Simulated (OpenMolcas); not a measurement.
**Hf⁺: CASSCF terms and fine-structure levels**

Wanted: the level scheme of Hf⁺ from active-space wave functions.

The numbers are computed with OpenMolcas 26.06 (state-averaged CASSCF, spin-orbit coupling by RASSI with atomic mean-field integrals), except any that are marked as measured or tabulated.

## 1. The system

- Species: Hf⁺ (hafnium, Z = 72, 71 electrons)
- Basis: ANO-RCC-MB [6s5p3d1f], 43 functions
- Scalar Hamiltonian: DKH2, point nucleus
- Inactive shells: 1s 2s 2p 3s 3p 3d 4s 4p 4d 4f 5s 5p
- Active space: 3 electrons in 6 orbitals (5d 6s)
- Some configurations of this space: 5d 6s², 5d² 6s, 5d³
- Orbitals: optimised for the ground-state spin in each parity, averaged over the low roots

Outer shells as boxes (Hund's rule):

5d 6s2
```
5d [↑ ][  ][  ][  ][  ]
6s [↑↓]
```

5d2 6s
```
5d [↑ ][↑ ][  ][  ][  ]
6s [↑ ]
```

5d3
```
5d [↑ ][↑ ][↑ ][  ][  ]
```

Each step is its own input file, run in one work folder so that later steps find the files of earlier ones. Labels, J, g values, rates, χT and fits are worked out afterwards by a script from the matrices that RASSI stores.

## 2. One- and two-electron integrals

Input file a.inp:

```
&GATEWAY
Coord
1

Hf 0.0 0.0 0.0
Basis=ANO-RCC-MB
Group=XYZ
NoMove
AngMom=0.0 0.0 0.0
AMFI
&SEWARD
```

Run with:

```
$ OMP_NUM_THREADS=1 MOLCAS_MEM=1689 MOLCAS_PROJECT=a pymolcas a.inp > a.log
```

## 3. CASSCF: doublets of even parity, 65 roots

Input file a.inp:

```
&RASSCF
FileOrb=start.orb
Symmetry=1
Spin=2
nActEl=3 0 0
Inactive=15 19
Ras2=6 0
CIRoot=65 65 1
SDav=70
CIMx=300
Iter=120 100
PrWF=0.3
OrbListing=Nothing
MaxOrb=0
Atom
>>> COPY $Project.JobIph JOB001
```

start.orb holds the contracted functions of the basis, ordered by shell, or the orbitals of the step before.

## 4. Reference wave functions, quartets of even parity, 20 roots

Input file a.inp:

```
&RASSCF
FileOrb=start.orb
Symmetry=1
Spin=4
nActEl=3 0 0
Inactive=15 19
Ras2=6 0
CIRoot=20 20 1
SDav=20
CIMx=300
Iter=120 100
PrWF=0.3
OrbListing=Nothing
MaxOrb=0
Atom
CIOnly
>>> COPY $Project.JobIph JOB002
```

## 5. RASSI: spin-orbit coupling between the states

Input file a.inp:

```
&RASSI
NrOfJobIphs=2 65 20
1 2 3 4 5 6 7 8 9 10 11 12 13 14 15 16 17 18 19 20 21 22 23 24 25 26 27
28 29 30 31 32 33 34 35 36 37 38 39 40 41 42 43 44 45 46 47 48 49 50 51
52 53 54 55 56 57 58 59 60 61 62 63 64 65
1 2 3 4 5 6 7 8 9 10 11 12 13 14 15 16 17 18 19 20
IphNames
JOB001
JOB002
EJob
SpinOrbit
DIPRint=1.0
SOCoupling=1000.0
Subsets=2
MEES
Property=10
'ANGMOM' 1 'ANGMOM' 2 'ANGMOM' 3 'MLTPL  1' 1 'MLTPL  1' 2 'MLTPL  1' 3
'AMFI' 1 'AMFI' 2 'AMFI' 3 'MLTPL  2' 6
SOProperty=3
'ANGMOM' 1 'ANGMOM' 2 'ANGMOM' 3
```

(Steps that only read results are left out.)

Q: Predict the outcome of this session. Wanted: lowest level; first excited level; lowest level of another term; spin-orbit lowering of the lowest level; strongest of the lines computed, by gA.

**Answer**, as computed:

| quantity | value |
| --- | --- |
| method | CASSCF |
| lowest level | 5d² 6s ⁴F_3/2, 80 % of that term, g = 0.481 |
| ground level listed by NIST | 2D3/2 |
| first excited level | 5d² 6s ⁴F_5/2 at 1378 cm⁻¹ |
| lowest level of another term | 5d 6s² ²D_3/2 at 2734 cm⁻¹ |
| spin-orbit lowering of the lowest level | 3422 cm⁻¹ |
| strongest of the lines computed, by gA (one parity, so forbidden lines), at CASSCF energies | 5d³ ²D_5/2 → 5d 6s² ²D_5/2, 359 nm, A = 8.28e+00 s⁻¹ |

In words: The multiplet ⁴F is regular; its intervals divided by the larger J differ by 21 % of their mean, where Landé's rule for pure LS coupling makes them equal. The computed levels miss the measured ones by 4900 cm⁻¹ on average. Only the configurations of the active space and the roots asked for are present. The lowest level holds only 80 % of its leading term, so the LS label is a loose one. The quartets rest on orbitals optimised for another spin in at least one step, which raises them against the optimised states. Not all states of the active space went into the spin-orbit step. Configurations with different d counts are hard to place against each other, and can be off by thousands to tens of thousands of cm-1. The lowest computed level is not the ground level that NIST lists (2D3/2). Levels of other configurations are missing from the list.
